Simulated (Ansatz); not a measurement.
# Sc2Si2Se: the cost of one run

Method: DFT PBE, scalar-relativistic, plane waves, PAW, in Ansatz 0.2.0.

**1. Starting point**

It takes space group Fmmm (No. 69, orthorhombic). Conventional cell: a = 5.421 Å, b = 5.480 Å, c = 12.081 Å, α = 90.00°, β = 90.00°, γ = 90.00°. Sc (site symmetry mm2) is surrounded by 4 Si at 2.35 Å and 4 Se at 3.19 to 3.21 Å. Si (site symmetry 222) has 4 Sc at 2.35 Å as nearest neighbours. Se (site symmetry mmm) is surrounded by 8 Sc at 3.19 to 3.21 Å.

As a file:

```
Sc Si Se
1.0
     0.00000    2.74019    6.04031
     2.71032    0.00000    6.04031
     2.71032    2.74019    0.00000
Sc Si Se
2 2 1
Direct
  0.36120 0.36120 0.63880
  0.63880 0.63880 0.36120
  0.75000 0.75000 0.75000
  0.25000 0.25000 0.25000
  0.00000 0.00000 0.00000
```

The cell is invented: species swapped into a database cell of SrFe2As2 (Fmmm, No. 69), with Se on the Sr sites, Si on the Fe sites and Sc on the As sites. The dimensions are guesses.

**2. Probe: one point on a coarse mesh**

Input file input.yaml:

```yaml
crystal:
  lattice:
    - [0.0, 2.74018528, 6.04031496]
    - [2.71031893, 0.0, 6.04031496]
    - [2.71031893, 2.74018528, 0.0]
  atoms:
    - { symbol: Sc, position: [0.3612, 0.3612, 0.6388] }
    - { symbol: Sc, position: [0.6388, 0.6388, 0.3612] }
    - { symbol: Si, position: [0.75, 0.75, 0.75] }
    - { symbol: Si, position: [0.25, 0.25, 0.25] }
    - { symbol: Se, position: [0.0, 0.0, 0.0] }
basis:
  ecutwfc: 420
kpoints:
  mp_grid: { grid: [6, 6, 6] }
hamiltonian:
  xc: pbe
scf:
  occupations: { method: gaussian, width: 0.1 }
  lower_state_search: "off"
output:
  forces: true
  stress: true
  eigenvalues: true
```

Launch:

```
ansatz run input.yaml --threads 1 --pin off --max-ram 2560MiB --backend cpu --events-out ev --progress --plain --runs-dir out
```

What time and memory should one allow on 1 thread of Arm Neoverse V1, shared host?

About 8.9 s, with a peak of 0.42 GiB.
